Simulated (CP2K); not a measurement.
The system is NbSi.

```
CELL_PARAMETERS angstrom
3.15644 0.00000 0.00000
0.00000 3.15644 0.00000
0.00000 0.00000 3.15644
ATOMIC_POSITIONS crystal
Nb 0.00000 0.00000 0.00000
Si 0.50000 0.50000 0.50000
```

The cell was built by a generator and needn't be a form met in nature.

Base run:

| Property | Result |
| --- | --- |
| Program | CP2K 2026.2 |
| Functional | LDA |
| Potentials or basis | POTENTIAL_UZH Nb GTH-PBE-q13, Si GTH-PBE-q4; TZVP-MOLOPT-PBE-GTH basis |
| Density cutoff | 9184 eV |
| k mesh | 8 × 8 × 8 |
| Occupations | fermi-dirac, width 0.05 eV |
| Spin | no spin polarisation |

Its results: band gap on the k mesh none (metal or under the smearing width); pressure -4.8 GPa.

Problem. The run is repeated on the same cell with these changes: functional from LDA to MS2. What comes out?

Solution. Band gap on the k mesh none (metal or under the smearing width); pressure 0.5 GPa.

Caveats: the potentials were made for another functional, which shifts forces and pressure; the basis of atomic orbitals isn't converged, which shifts pressures, moduli and gaps.

Not every run made on this cell is shown here.
